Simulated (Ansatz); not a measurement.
# Cl4FTa: the cost of one run

The runs use Ansatz 0.2.0, Gaussian basis; the settings change from run to run.

## (1) The molecule

The structure was relaxed beforehand with PBE0-D4 in a triple-zeta def2 set. Ta takes a core potential in def2 sets; no spin-orbit term is included.

SMILES `[F][Ta]([Cl])([Cl])([Cl])[Cl]`, 6 atoms, charge 0, spin multiplicity 1.

Atoms are counted from 1 here; the program's logs count them from 0.

Bond lengths: F1–Ta2 1.848 Å, Ta2–Cl3 2.320 Å, Ta2–Cl4 2.271 Å, Ta2–Cl5 2.320 Å, Ta2–Cl6 2.271 Å. Angles: F1–Ta2–Cl3 87.3°, F1–Ta2–Cl4 122.0°, F1–Ta2–Cl5 87.3°, F1–Ta2–Cl6 122.0°, Cl3–Ta2–Cl4 91.4°, Cl3–Ta2–Cl5 174.6°, Cl3–Ta2–Cl6 91.4°, Cl4–Ta2–Cl5 91.4°, Cl4–Ta2–Cl6 116.0°, Cl5–Ta2–Cl6 91.4°.

## (2) wB97/def2-SVP

Options: density fitting with def2-universal-jkfit, high accuracy, the search for lower states set to off.

Input file in.yaml:

```yaml
crystal:
  periodic: [false, false, false]
  atoms:
    - {symbol: F, position_ang: [-0.834356, 0.140538, -1.709654]}
    - {symbol: Ta, position_ang: [-0.017785, -0.006227, -0.057920]}
    - {symbol: Cl, position_ang: [-2.061174, -0.733045, 0.764722]}
    - {symbol: Cl, position_ang: [0.999141, -1.921934, 0.614646]}
    - {symbol: Cl, position_ang: [1.928436, 0.738328, -1.076890]}
    - {symbol: Cl, position_ang: [0.027837, 1.718242, 1.418796]}
basis:
  gaussian: {orbitals: def2-SVP, fitting: {mean_field: def2-universal-jkfit}}
hamiltonian: {xc: {name: wB97}}
accuracy: high
scf: {lower_state_search: off}
output: {forces: true}
```

On the command line:

```
> ansatz run in.yaml --threads 4 --pin off --events-out ev --progress --plain --max-ram 11315MiB
```

What time and memory should one allow on 4 threads of Arm Neoverse V2, shared host?

About 11 s, with a peak of 0.38 GiB.
